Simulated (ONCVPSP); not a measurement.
# An ONCV potential for As, from input to tests

Task: generate the file, and judge it by its errors in other configurations, its logarithmic derivatives, its ghosts and its cutoff.

Method: ONCVPSP 4.0.1, PBE, scalar-relativistic.

### 1 The design

The settings as typed:

```json
{"element": "arsenic (As, Z = 33)", "type": "optimised norm-conserving Vanderbilt (ONCV)", "frozen core": "[Ne]", "valence charge": "23", "reference configuration": "3s2 3p6 3d10 4s2 4p2.75 (charge +0.25)", "partial waves": "3s+4s: rc 0.95 bohr, ncon 5, nbas 8, qcut 16.8 1/bohr, 3 projectors, debl 0.7 Ha; 3p+4p: rc 1.00 bohr, ncon 4, nbas 7, qcut 10.6 1/bohr, 3 projectors, debl 3.4 Ha; 3d: rc 0.70 bohr, ncon 4, nbas 8, qcut 24 1/bohr, local", "local potential": "the d channel", "core correction": "polynomial model core, fcfact 0.65"}
```

The nodes and maxima of the atom's own shells, from an earlier all-electron run, set the scale for the radii.

All-electron outer shells of the reference configuration (PBE, scalar-relativistic, ld1.x):

```
shell  level (eV)  outermost node (bohr)  outermost maximum (bohr)
   2s    -1489.01                   0.06                      0.17
   2p    -1305.90                      –                      0.14
   3s     -192.55                   0.25                      0.52
   3p     -135.92                   0.22                      0.52
   3d      -42.89                      –                      0.47
   4s      -16.57                   0.73                      1.61
   4p       -7.10                   0.78                      1.97
```

### 2 The generation run

As.dat

```
# ATOM AND REFERENCE CONFIGURATION
# atsym  z   nc   nv     iexc    psfile
  As 33.00    3    5        4      upf
#
#   n    l    f
    1    0    2.00
    2    0    2.00
    2    1    6.00
    3    0    2.00
    3    1    6.00
    3    2   10.00
    4    0    2.00
    4    1    2.75
#
# PSEUDOPOTENTIAL AND OPTIMIZATION
# lmax
    2
#
#   l,   rc,      ep,       ncon, nbas, qcut
    0    0.95    0.00    5    8   16.80
    1    1.00    0.00    4    7   10.60
    2    0.70    0.00    4    8   24.00
#
# LOCAL POTENTIAL
# lloc, lpopt,  rc(5),   dvloc0
    2    5    0.70    0.00
#
# VANDERBILT-KLEINMAN-BYLANDER PROJECTORs
# l, nproj, debl
    0    3    0.70
    1    3    3.40
    2    0    0.70
#
# MODEL CORE CHARGE
# icmod, fcfact, rcfact
    1    0.65    0.00
#
# LOG DERIVATIVE ANALYSIS
# epsh1, epsh2, depsh
   -9.00    5.00    0.04
#
# OUTPUT GRID
# rlmax, drl
    6.00    0.01
#
# TEST CONFIGURATIONS
# ncnf
    4
# nvcnf
#   n    l    f
    5
    3    0    2.00
    3    1    6.00
    3    2   10.00
    4    0    2.00
    4    1    3.00
#
    5
    3    0    2.00
    3    1    6.00
    3    2   10.00
    4    0    2.00
    4    1    2.00
#
    5
    3    0    2.00
    3    1    6.00
    3    2   10.00
    4    0    2.00
    4    1    1.00
#
    5
    3    0    2.00
    3    1    6.00
    3    2   10.00
    4    0    1.00
    4    1    0.00
#
```

The run is started by

```console
$ oncvpsp.x < As.dat > As.out
```

Before running it: what results should come out? Wanted: cutoffs for 1 and 0.1 mHa per electron, occupied waves; bound ghosts; GHOST(+) flags; largest test error; largest phase difference near zero energy, channels read; rms error of d²Exc/dn², without and with the model core.

The runs gave:

| quantity | value |
| --- | --- |
| cutoffs for 1 and 0.1 mHa per electron, occupied waves | 211 Ha and 239 Ha |
| bound ghosts | none found |
| GHOST(+) flags | none at low energy (1 near or above the test basis's cutoff) |
| largest test error (AE − PS) | -6.2 meV, for 3s2 3p6 3d10 4s1 4p0 |
| largest phase difference near zero energy, channels read | 0.002 rad |
| rms error of d²Exc/dn², without and with the model core | 1.80 and 1.15 mHa |

In words: By total energies transferability is good: the largest error is 6.2 meV on 103.9 eV, for 3s2 3p6 3d10 4s1 4p0. By its cutoff, 211 Ha for the looser tolerance, it is very hard. At the looser tolerance the 3d wave is the slowest; 3s needs 97 Ha. The program's ghost test flags no bound state. Near zero energy the phases of the channels with partial waves agree within 0.002 rad.
